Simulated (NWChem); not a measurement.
# wB97/6-31G(d) (Cartesian functions) run of [GeH5]− (SMILES [H][Ge-]([H])([H])([H])[H]), part 1 of 2

What is the electrostatic solvation energy at fixed shape (COSMO, thf) of [GeH5]− at wB97/6-31G* (Cartesian functions)? 

The results are computed with NWChem 7.3.0.

## Step 1: Starting point

[GeH5]− has 6 atoms, charge -1, and is taken as a singlet. As SMILES, `[H][Ge-]([H])([H])([H])[H]`. The shape comes from GFN2-xTB, which is rough for such elements, and wasn't checked as a minimum.

Bond lengths: Ge1–H2 1.762 Å, Ge1–H3 1.782 Å, Ge1–H4 1.515 Å, Ge1–H5 1.514 Å, Ge1–H6 1.514 Å. Angles: H2–Ge1–H3 179.8°, H2–Ge1–H4 90.4°, H2–Ge1–H5 90.0°, H2–Ge1–H6 90.3°, H3–Ge1–H4 89.6°, H3–Ge1–H5 89.8°, H3–Ge1–H6 89.8°, H4–Ge1–H5 120.0°, H4–Ge1–H6 120.0°, H5–Ge1–H6 120.0°.

## Step 2: A single-point energy at wB97/6-31G(d) (Cartesian functions)

Input file geh5.nw:

```
start geh5
title "GeH5 energy"
memory 2200 mb
charge -1

geometry units angstroms noautosym nocenter noautoz
   Ge    0.000170   -0.001050    0.006590
   H    -0.023480   -0.005740    1.768690
   H     0.022000    0.009450   -1.774870
   H     1.514900    0.010990    0.015670
   H    -0.767040    1.304120    0.000050
   H    -0.746540   -1.317780   -0.016130
end

basis cartesian
   Ge library 6-31G*
   H library 6-31G*
end

dft
   xc wb97
   grid fine
   convergence energy 1e-05
   direct
   maxiter 150
   mulliken
end

task dft energy
```

The run is started by

```bash
$ nwchem geh5.nw > geh5.out
```

The program printed:

```text
Northwest Computational Chemistry Package (NWChem) 7.3.0
             --------------------------------------------------------

           Job information
           ---------------

    nwchem branch   = 7.3.0
    use scalapack   = T
    input           = geh5.nw
    prefix          = geh5.
    data base       = ./geh5.db
    status          = startup
    nproc           =        1

           Memory information
           ------------------

    heap     =     72089596 doubles =      550.0 Mbytes
    stack    =     72089601 doubles =      550.0 Mbytes
    global   =    144179200 doubles =     1100.0 Mbytes (distinct from heap & stack)
    total    =    288358397 doubles =     2200.0 Mbytes
    verify   = yes
    hardfail = no

           Directory information
           ---------------------

  0 permanent = .
  0 scratch   = .

                                NWChem Input Module
                                -------------------

                                    GeH5 energy
                                    -----------

 Scaling coordinates for geometry "geometry" by  1.889725989
 (inverse scale =  0.529177249)

                             Geometry "geometry" -> ""
                             -------------------------

 Output coordinates in angstroms (scale by  1.889725989 to convert to a.u.)

  No.       Tag          Charge          X              Y              Z
 ---- ---------------- ---------- -------------- -------------- --------------
    1 Ge                  32.0000     0.00017000    -0.00105000     0.00659000
    2 H                    1.0000    -0.02348000    -0.00574000     1.76869000
    3 H                    1.0000     0.02200000     0.00945000    -1.77487000
    4 H                    1.0000     1.51490000     0.01099000     0.01567000
    5 H                    1.0000    -0.76704000     1.30412000     0.00005000
    6 H                    1.0000    -0.74654000    -1.31778000    -0.01613000

      Atomic Mass
      -----------

      Ge                73.921900
      H                  1.007825

 Effective nuclear repulsion energy (a.u.)      54.7797184492

            Nuclear Dipole moment (a.u.)
            ----------------------------
        X                 Y               Z
 ---------------- ---------------- ----------------
     0.0099777532    -0.0615294782     0.3860521222

            XYZ format geometry
            -------------------
     6
 geometry
 Ge                    0.00017000    -0.00105000     0.00659000
 H                    -0.02348000    -0.00574000     1.76869000
 H                     0.02200000     0.00945000    -1.77487000
 H                     1.51490000     0.01099000     0.01567000
 H                    -0.76704000     1.30412000     0.00005000
 H                    -0.74654000    -1.31778000    -0.01613000

 ==============================================================================
                                internuclear distances
 ------------------------------------------------------------------------------
       center one      |      center two      | atomic units |  angstroms
 ------------------------------------------------------------------------------
    4 H                |   1 Ge               |     2.86257  |     1.51481
    5 H                |   1 Ge               |     2.86100  |     1.51398
    6 H                |   1 Ge               |     2.86084  |     1.51389
 ------------------------------------------------------------------------------
                         number of included internuclear distances:          3
 ==============================================================================

 ==============================================================================
                                 internuclear angles
 ------------------------------------------------------------------------------
        center 1       |       center 2       |       center 3       |  degrees
 ------------------------------------------------------------------------------
    4 H                |   1 Ge               |   5 H                |   119.99
    4 H                |   1 Ge               |   6 H                |   120.01
    5 H                |   1 Ge               |   6 H                |   119.99
 ------------------------------------------------------------------------------
                            number of included internuclear angles:          3
 ==============================================================================

                      Basis "ao basis" -> "" (cartesian)
                      -----
  [basis functions not shown]

 Summary of "ao basis" -> "" (cartesian)
 ------------------------------------------------------------------------------
       Tag                 Description            Shells   Functions and Types
 ---------------- ------------------------------  ------  ---------------------
 Ge                          6-31G*                 12       35   5s4p3d
 H                           6-31G*                  2        2   2s

                                 NWChem DFT Module
                                 -----------------

                                    GeH5 energy

 Summary of "ao basis" -> "ao basis" (cartesian)
 ------------------------------------------------------------------------------
       Tag                 Description            Shells   Functions and Types
 ---------------- ------------------------------  ------  ---------------------
 Ge                          6-31G*                 12       35   5s4p3d
 H                           6-31G*                  2        2   2s

  int_init: cando_txs set to always be  F
  Caching 1-el integrals

[... 15 lines left out ...]
          Convergence on energy requested:  1.00D-05
          Convergence on density requested:  1.00D-05
          Convergence on gradient requested:  5.00D-04
[... 26 lines left out ...]
          Spatial weights used:  Erf1
[... 1 line left out ...]
          Convergence Information
[... 1 line left out ...]
          Convergence aids based upon iterative change in
          total energy or number of iterations.
[... 58 lines left out ...]
   convergence    iter        energy       DeltaE   RMS-Dens  Diis-err    time
[... 12 lines left out ...]
         Total DFT energy =    -2079.779053812250
      One electron energy =    -3014.084067024122
           Coulomb energy =      960.706999000679
    Exchange-Corr. energy =      -81.181704238028
 Nuclear repulsion energy =       54.779718449220
[... 5 lines left out ...]
                       DFT Final Molecular Orbital Analysis
[... 260 lines left out ...]
    44     -0.898008  6 H  s                 43     -0.763735  5 H  s
    45      0.625635  6 H  s                 12     -0.444490  1 Ge py
[... 4 lines of this table left out ...]
              MO Center= -3.7D-04, -5.2D-03,  4.6D-02, r^2= 3.0D+00
   Bfn.  Coefficient  Atom+Function         Bfn.  Coefficient  Atom+Function
  ----- ------------  ---------------      ----- ------------  ---------------
    14      1.168790  1 Ge s                 35      0.743706  1 Ge dzz
    41     -0.738030  4 H  s                 45     -0.740766  6 H  s
    43     -0.736653  5 H  s                 44      0.629508  6 H  s
[... 4 lines of this table left out ...]
              MO Center= -1.4D-04,  6.0D-04, -1.9D-03, r^2= 2.9D+00
   Bfn.  Coefficient  Atom+Function         Bfn.  Coefficient  Atom+Function
  ----- ------------  ---------------      ----- ------------  ---------------
    10      4.916031  1 Ge s                 30      2.226279  1 Ge dxx
    33      2.227312  1 Ge dyy               35      2.179018  1 Ge dzz
    14     -1.834148  1 Ge s                 39      0.619964  3 H  s
[... 4 lines of this table left out ...]
              MO Center=  1.9D-04, -1.0D-03,  6.6D-03, r^2= 5.8D-01
   Bfn.  Coefficient  Atom+Function         Bfn.  Coefficient  Atom+Function
  ----- ------------  ---------------      ----- ------------  ---------------
    26      1.493075  1 Ge dxz               28      1.400606  1 Ge dyz
    20     -1.005330  1 Ge dxz               22     -0.943069  1 Ge dyz
    32     -0.611605  1 Ge dxz               34     -0.573725  1 Ge dyz
    25     -0.036734  1 Ge dxy

 Vector   40  Occ=0.000000D+00  E= 3.624635D+00
              MO Center=  1.4D-04, -1.0D-03,  6.6D-03, r^2= 5.8D-01
   Bfn.  Coefficient  Atom+Function         Bfn.  Coefficient  Atom+Function
  ----- ------------  ---------------      ----- ------------  ---------------
    28     -1.493475  1 Ge dyz               26      1.401038  1 Ge dxz
    22      1.005597  1 Ge dyz               20     -0.943356  1 Ge dxz
    34      0.611777  1 Ge dyz               32     -0.573909  1 Ge dxz

 Vector   41  Occ=0.000000D+00  E= 3.742681D+00
              MO Center= -2.8D-02,  1.7D-02,  6.7D-03, r^2= 6.7D-01
   Bfn.  Coefficient  Atom+Function         Bfn.  Coefficient  Atom+Function
  ----- ------------  ---------------      ----- ------------  ---------------
    24      1.022278  1 Ge dxx               27     -1.022165  1 Ge dyy
    18     -0.660440  1 Ge dxx               21      0.660495  1 Ge dyy
    30     -0.584703  1 Ge dxx               33      0.585301  1 Ge dyy
[... 4 lines of this table left out ...]
              MO Center=  2.9D-02, -2.0D-02,  7.1D-03, r^2= 6.7D-01
   Bfn.  Coefficient  Atom+Function         Bfn.  Coefficient  Atom+Function
  ----- ------------  ---------------      ----- ------------  ---------------
    25      2.044188  1 Ge dxy               19     -1.320724  1 Ge dxy
    31     -1.170276  1 Ge dxy               43     -0.308682  5 H  s
    27     -0.289957  1 Ge dyy               24      0.287666  1 Ge dxx
[... 4 lines of this table left out ...]
              MO Center=  1.8D-04, -9.6D-04,  4.5D-03, r^2= 7.0D-01
   Bfn.  Coefficient  Atom+Function         Bfn.  Coefficient  Atom+Function
  ----- ------------  ---------------      ----- ------------  ---------------
    29      1.397649  1 Ge dzz               23     -0.782692  1 Ge dzz
    10      0.657896  1 Ge s                 30      0.636086  1 Ge dxx
    33      0.635276  1 Ge dyy               35     -0.556877  1 Ge dzz
[... 4 lines of this table left out ...]
              MO Center=  1.7D-04, -1.1D-03,  6.3D-03, r^2= 1.1D+00
   Bfn.  Coefficient  Atom+Function         Bfn.  Coefficient  Atom+Function
  ----- ------------  ---------------      ----- ------------  ---------------
    10     12.632320  1 Ge s                 35      4.070192  1 Ge dzz
    30      3.990079  1 Ge dxx               33      3.990084  1 Ge dyy
    24      2.615371  1 Ge dxx               27      2.615383  1 Ge dyy
[... 4 lines of this table left out ...]
              MO Center=  1.7D-04, -1.1D-03,  6.6D-03, r^2= 1.9D-01
   Bfn.  Coefficient  Atom+Function         Bfn.  Coefficient  Atom+Function
  ----- ------------  ---------------      ----- ------------  ---------------
     6     30.673526  1 Ge s                 18     13.391571  1 Ge dxx
    21     13.391569  1 Ge dyy               23     13.392198  1 Ge dzz
    10      7.830346  1 Ge s                  2      3.911667  1 Ge s
    24      3.753296  1 Ge dxx               27      3.753301  1 Ge dyy
    29      3.751217  1 Ge dzz               30      2.280234  1 Ge dxx

     ---------------------------------------------
      Total Density - Mulliken Population Analysis
     ---------------------------------------------

    Atom       Charge   Shell Charges
 -----------   ------   -------------------------------------------------------
    1 Ge  32    32.24   2.00  1.99  6.00  1.93  5.99  1.20  2.12  0.25  0.58  6.94  2.93  0.32
    2 H    1     1.29   0.47  0.82
    3 H    1     1.30   0.47  0.83
    4 H    1     1.06   0.50  0.56
    5 H    1     1.06   0.50  0.56
    6 H    1     1.06   0.50  0.56

     -------------------------------------------
      Total Density - Lowdin Population Analysis
     -------------------------------------------

    Atom       Charge   Shell Charges
 -----------   ------   -------------------------------------------------------
    1 Ge  32    32.44   2.00  1.94  5.99  0.77  5.90  0.36  1.89  0.27  1.01  7.74  3.42  1.15
    2 H    1     1.24   0.50  0.74
    3 H    1     1.25   0.50  0.75
    4 H    1     1.02   0.49  0.53
    5 H    1     1.03   0.50  0.53
    6 H    1     1.03   0.50  0.53

 center of mass
 --------------
 x =   0.00029689 y =  -0.00183250 z =   0.01149960

 moments of inertia (a.u.)
 ------------------
          34.970627265743          -0.001632317021           0.161332343464
          -0.001632317021          34.985406645483           0.019711001837
           0.161332343464           0.019711001837          24.758126514825

     Multipole analysis of the density
     ---------------------------------

     L   x y z        total         alpha         beta         nuclear
     -   - - -        -----         -----         ----         -------
     0   0 0 0     -1.000000    -19.000000    -19.000000     37.000000

     1   1 0 0     -0.000255     -0.005117     -0.005117      0.009978
[... 8 lines of this table left out ...]
     2   0 0 2    -27.841863    -25.134650    -25.134650     22.427438

 Task  times  cpu:       17.0s     wall:       17.0s
 Total times  cpu:       17.0s     wall:       17.0s
```

It took 18 s on 1 thread of Intel Xeon Platinum 8259CL at 2.50GHz (Skylake/Cascade Lake), shared host; peak memory 0.11 GiB.

(Continued in part 2 of 2.)
